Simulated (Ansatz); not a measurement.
# NiI2(H2O)2 (H4I2NiO2): the relaxed shape and its frontier levels

What does NiI2(H2O)2 (H4I2NiO2) look like as a triplet, and where do its frontier electrons sit?

Program: Ansatz 0.2.0, Gaussian basis. Level of theory: UKS PBE0-D4/def2-TZVP. These are calculated values, not measurements.

Levels to be run: relaxation at PBE-D4/def2-SVP; a search for the lowest solution at PBE0-D4/def2-SVP; a single point at PBE0-D4/def2-TZVP; harmonic vibrations at PBE-D4/def2-SVP.

1 further run of the same task is left out (set aside as unsound or not needed).

## (1) The system as given

9 atoms, charge 0, spin multiplicity 3.

Atoms are counted from 1 here; the program's logs count them from 0.

Bond lengths: Ni1–I2 2.408 Å, Ni1–I3 2.410 Å, Ni1–O4 2.200 Å, Ni1–O7 2.247 Å, O4–H5 0.962 Å, O4–H6 0.962 Å, O7–H8 0.962 Å, O7–H9 0.963 Å. Angles: I2–Ni1–I3 122.0°, I2–Ni1–O4 108.0°, I2–Ni1–O7 105.6°, I3–Ni1–O4 108.2°, I3–Ni1–O7 105.2°, O4–Ni1–O7 106.9°, Ni1–O4–H5 116.5°, Ni1–O4–H6 116.2°, H5–O4–H6 108.2°, Ni1–O7–H8 114.9°, Ni1–O7–H9 114.7°, H8–O7–H9 108.0°.

Geometry (Å):

```xyz
9
H4I2NiO2
Ni    0.48924    0.03065    0.34327
I     0.24182    0.05122    2.73808
I     2.64879   -0.11427   -0.71557
O    -0.55640    1.78982   -0.46335
H    -0.11202    2.26616   -1.17137
H    -0.86604    2.43211    0.18253
O    -0.63709   -1.78051   -0.36547
H    -1.09669   -2.26799    0.32544
H    -0.11160   -2.40718   -0.87356
```

Formally the metal is d8. I takes a core potential in the def2 sets. No spin-orbit coupling is included.

The start is a GFN2-xTB geometry.

## (2) Relaxation at PBE-D4/def2-SVP

Input file in.yaml:

```yaml
crystal:
  periodic: [false, false, false]
  atoms:
    - {symbol: Ni, position_ang: [0.489240, 0.030650, 0.343270]}
    - {symbol: I, position_ang: [0.241820, 0.051220, 2.738080]}
    - {symbol: I, position_ang: [2.648790, -0.114270, -0.715570]}
    - {symbol: O, position_ang: [-0.556400, 1.789820, -0.463350]}
    - {symbol: H, position_ang: [-0.112020, 2.266160, -1.171370]}
    - {symbol: H, position_ang: [-0.866040, 2.432110, 0.182530]}
    - {symbol: O, position_ang: [-0.637090, -1.780510, -0.365470]}
    - {symbol: H, position_ang: [-1.096690, -2.267990, 0.325440]}
    - {symbol: H, position_ang: [-0.111600, -2.407180, -0.873560]}
basis:
  gaussian: {orbitals: def2-SVP}
magnetization: {spin_polarized: true, initial_magnetization: 2}
hamiltonian: {xc: pbe, dispersion: d4}
scf: {lower_state_search: "off"}
output: {orbitals: {seedname: orbitals}}
relax: {f_tol: 0.02, max_steps: 100}
```

Run with:

```sh
> ansatz run in.yaml --threads 4 --pin off --events-out ev --progress --plain --max-ram 8704MiB
```

After this run come: Searching for the lowest solution, PBE0-D4/def2-SVP; Single point, PBE0-D4/def2-TZVP; Harmonic vibrations.

Before running them: what should the planned runs give, taken together? Wanted: point group; near neighbours of the metal; HOMO, LUMO at PBE0-D4/def2-TZVP; ⟨S²⟩; charge on the metal; spin on the metal; dipole at PBE-D4/def2-SVP; lowest, highest wavenumber.

The runs gave:

```
                                         quantity                             value
                                      point group                               C2v
                     near neighbours of the metal  I 2.54, I 2.54, O 2.04, O 2.04 Å
HOMO, LUMO at PBE0-D4/def2-TZVP (over both spins)                   -7.15, -3.64 eV
                                             ⟨S²⟩                             2.007
charge on the metal (Mulliken, PBE0-D4/def2-TZVP)                           +0.42 e
                     spin on the metal (Mulliken)                              1.61
                        dipole at PBE-D4/def2-SVP                            1.12 D
                       lowest, highest wavenumber                     35, 3654 cm⁻¹
```

What this shows: The molecule keeps its bonding pattern by the stored test; the atoms moved 0.68 Å (rms), and the angle O4–Ni1–O7 went from 107° to 158°. The metal has 4 near neighbours by the distance rule, from 2.04 to 2.54 Å. Of 2 unpaired electrons, 1.61 sit on the metal by Mulliken's count: the rest is spread on the ligands. The Mulliken charge of the metal, +0.42 e, depends on the basis and isn't its oxidation state. All wavenumbers are real: a minimum at this level. Whether this spin is the lowest isn't tested here.
